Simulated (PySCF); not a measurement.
# C2H8BF2N: the cost of one run

Programs: PySCF 2.14.0, with density-fitted response routines of our own. Each step states its level of theory. These are calculated values for one molecule in the gas phase, unless marked as measured. Atoms are numbered from 0 throughout.

## (1) The starting structure

14 atoms, charge 0, multiplicity 1; geometry from: GFN2-xTB. The atoms were then displaced at random by about 0.01 Å, so the start is not that level's minimum.

Bonds of the start (Å): N0–B1 1.63, B1–C2 1.66, C2–C3 1.49, C3–F4 1.35, C3–F5 1.36, N0–H6 1.00, N0–H7 1.04, N0–H8 1.05, B1–H9 1.18, B1–H10 1.20, C2–H11 1.08, C2–H12 1.08, C3–H13 1.15.

## (2) Relaxing the molecule at PBE0-D3(BJ)/def2-SVP

What the job is given:

```
{"job": {"xc": "PBE0", "basis": "def2-SVP", "d3": "d3bj", "grid": 1, "shake": 0.01, "kind": "geom"}, "charge": 0, "multiplicity": 1}
N      1.505210     0.432660     0.253930
B      0.685370    -0.973540     0.134930
C     -0.802590    -0.636470    -0.524390
C     -1.398540     0.637180    -0.018390
F     -1.297660     0.806350     1.320270
F     -0.826930     1.749440    -0.560830
H      2.448800     0.293620     0.549670
H      1.488020     0.934330    -0.655310
H      1.003370     1.041690     0.953470
H      1.332770    -1.665630    -0.572840
H      0.603180    -1.388580     1.256280
H     -0.733590    -0.532270    -1.595310
H     -1.492440    -1.446640    -0.314380
H     -2.522120     0.732770    -0.234870
```

The run is started by

```
> OMP_NUM_THREADS=1 python probes_run.py task.json out
```

One launch serves the whole session: the jobs run in the order shown.

Q: Estimate the wall time and peak memory of this first job on 1 thread of Arm Neoverse V1, shared host.

About 65 s, with a peak of 0.5 GiB.
